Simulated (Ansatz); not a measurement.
# C2H5BO: taking an electron away

How much energy removes an electron from C2H5BO at fixed geometry? The cation is run at each level and the neutral's energy taken from earlier runs.

Program: Ansatz 0.2.0, Gaussian basis. Level of theory: unrestricted cation, the program's frozen cores in correlated methods. These are calculated values, not measurements.

Plan: UKS PBE-D4/def2-TZVPP; UKS r2SCAN-D4/def2-TZVPP; UKS PBE0-D4/def2-TZVPP; UKS B3LYP-D4/def2-TZVPP; UKS wB97X-V/def2-TZVPP; UKS wB97M-V/def2-TZVPP; UKS B2PLYP/def2-TZVPP; UHF-CCSD(T)/def2-TZVPP; UHF-MP2/def2-QZVPP; extrapolation to the limit; then −ε(HOMO) from the neutral's earlier runs with LDA (SPW92), PBE-D4, revPBE-D4, BLYP-D4, r2SCAN-D4, B97M-V, PBE0-D4, B3LYP-D4, r2SCANh-D4, r2SCAN0-D4, HSE06-D4, BHLYP-D4, CAM-B3LYP-D4, LC-ωPBE, ωB97X-V, ωB97M-V.

**1. Structure used throughout**

An earlier PBE0-D4 in a triple-zeta def2 set relaxation fixed the geometry.

SMILES `BOC=C`, 9 atoms, charge 0, spin multiplicity 1.

Atoms are counted from 1 here; the program's logs count them from 0.

Bond lengths: B1–O2 1.350 Å, B1–H5 1.193 Å, B1–H6 1.201 Å, O2–C3 1.366 Å, C3–C4 1.321 Å, C3–H7 1.087 Å, C4–H8 1.081 Å, C4–H9 1.083 Å. Angles: O2–B1–H5 116.7°, O2–B1–H6 119.8°, H5–B1–H6 123.6°, B1–O2–C3 122.1°, O2–C3–C4 121.5°, O2–C3–H7 114.8°, C4–C3–H7 123.7°, C3–C4–H8 119.7°, C3–C4–H9 121.3°, H8–C4–H9 119.0°.

**2. Cation, UKS PBE-D4/def2-TZVPP**

Contents of in.yaml:

```yaml
crystal:
  periodic: [false, false, false]
  atoms:
    - {symbol: B, position_ang: [-0.224530, 1.789153, -0.266952]}
    - {symbol: O, position_ang: [0.096156, 0.521867, -0.603838]}
    - {symbol: C, position_ang: [0.011683, -0.509917, 0.286927]}
    - {symbol: C, position_ang: [0.329567, -1.745116, -0.055362]}
    - {symbol: H, position_ang: [-0.114890, 2.614692, -1.121877]}
    - {symbol: H, position_ang: [-0.597482, 2.033617, 0.847723]}
    - {symbol: H, position_ang: [-0.332702, -0.228661, 1.279174]}
    - {symbol: H, position_ang: [0.251826, -2.540031, 0.672901]}
    - {symbol: H, position_ang: [0.668874, -1.981805, -1.055797]}
basis:
  gaussian: {orbitals: def2-TZVPP}
total_charge: 1
magnetization: {spin_polarized: true, initial_magnetization: 1}
hamiltonian: {xc: pbe, dispersion: d4}
```

The runs that follow: Cation, UKS r2SCAN-D4/def2-TZVPP; Cation, UKS PBE0-D4/def2-TZVPP; Cation, UKS B3LYP-D4/def2-TZVPP; Cation, UKS wB97X-V/def2-TZVPP; Cation, UKS wB97M-V/def2-TZVPP; Cation, UKS B2PLYP (frozen core)/def2-TZVPP; Cation, UHF-CCSD(T)/def2-TZVPP; Cation, UHF-MP2/def2-QZVPP.

Q: Predict the results of all the runs planned. Wanted: ionisation energy, CCSD(T)/CBS; nearest functional by difference; nearest −ε(HOMO); −ε(HOMO) of PBE; T1 of the cation.

The runs gave:

| quantity | value |
| --- | --- |
| ionisation energy, CCSD(T)/CBS | 10.07 eV |
| nearest functional by difference | B3LYP-D4 (-0.20 eV) |
| nearest −ε(HOMO) | LC-ωPBE (+0.17 eV) |
| −ε(HOMO) of PBE | 6.43 eV |
| T1 of the cation | 0.020 |

**Reading.** Energy differences with functionals land within 0.33 eV of the reference. The PBE orbital energy is 3.6 eV too small: a semilocal HOMO is no ionisation energy. Among orbital estimates LC-ωPBE comes nearest. Hartree-Fock falls 1.61 eV short, as the neutral has more correlation energy than the cation. The cation may have settled in a state other than its lowest; no search over hole states beyond the program's own was made.
